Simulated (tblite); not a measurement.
# C10H22O: the cost of one run

Programs: PySCF 2.14.0 with density-fitted response routines of our own, and tblite 0.8.0. All values are computed, except where a source is named. Atoms count from 0 throughout.

## 1. The molecule as given

33 atoms, charge 0, multiplicity 1; geometry from: MMFF94s geometry.

Bonds of the start (Å): C0–H11 1.10, C0–H12 1.11, C0–H13 1.09, C0–O1 1.42, C10–H30 1.09, C10–H31 1.09, C10–H32 1.10, C2–C3 1.54, C2–C7 1.54, C2–H14 1.10, C3–C4 1.55, C3–H15 1.11, C3–H16 1.09, C4–C5 1.52, C4–C6 1.53, C4–H17 1.10, C5–H18 1.09, C5–H19 1.10, C5–H20 1.10, C6–H21 1.10, C6–H22 1.11, C6–H23 1.10, C7–C8 1.54, C7–H24 1.10 and more.

## 2. GFN2-xTB relaxation, conformer 1

What the job is given:

```
{"job": {"xc": "GFN2-xTB", "basis": "xTB", "kind": "relax"}, "charge": 0, "multiplicity": 1}
C     -0.635900     2.807100    -1.034000
O     -0.754000     1.428200    -1.338500
C     -0.083400     0.579900    -0.363900
C     -0.808000    -0.773200    -0.393800
C     -2.331600    -0.713300    -0.133100
C     -2.677900    -0.126200     1.227200
C     -2.937400    -2.108000    -0.273700
C      1.402300     0.463500    -0.747100
C      2.260800    -0.456100     0.145600
C      2.235400    -0.014800     1.613200
C      3.694200    -0.475800    -0.374900
H     -1.187500     3.361600    -1.804000
H     -1.110200     3.031500    -0.055300
H      0.401900     3.138000    -1.040500
H     -0.187600     1.037400     0.631600
H     -0.362200    -1.444400     0.374700
H     -0.644200    -1.242700    -1.363600
H     -2.792700    -0.085200    -0.909600
H     -3.753800    -0.156300     1.413600
H     -2.361600     0.923800     1.309200
H     -2.183900    -0.676300     2.038400
H     -4.025900    -2.074700    -0.136700
H     -2.520700    -2.786800     0.493500
H     -2.742900    -2.540100    -1.261000
H      1.845600     1.464900    -0.764900
H      1.449400     0.105600    -1.784600
H      1.878300    -1.475600     0.087300
H      1.239900    -0.111900     2.047300
H      2.917200    -0.632700     2.206000
H      2.558500     1.030300     1.721100
H      3.739000    -0.818700    -1.411800
H      4.312600    -1.150000     0.226700
H      4.149100     0.522800    -0.332500
```

Started as:

```bash
$ OMP_NUM_THREADS=1 python ens_run.py task.json out
```

One launch serves the whole session.

**Question.** How long does this first job take on 1 thread of Arm Neoverse V1, shared host?

About 2.5 s.
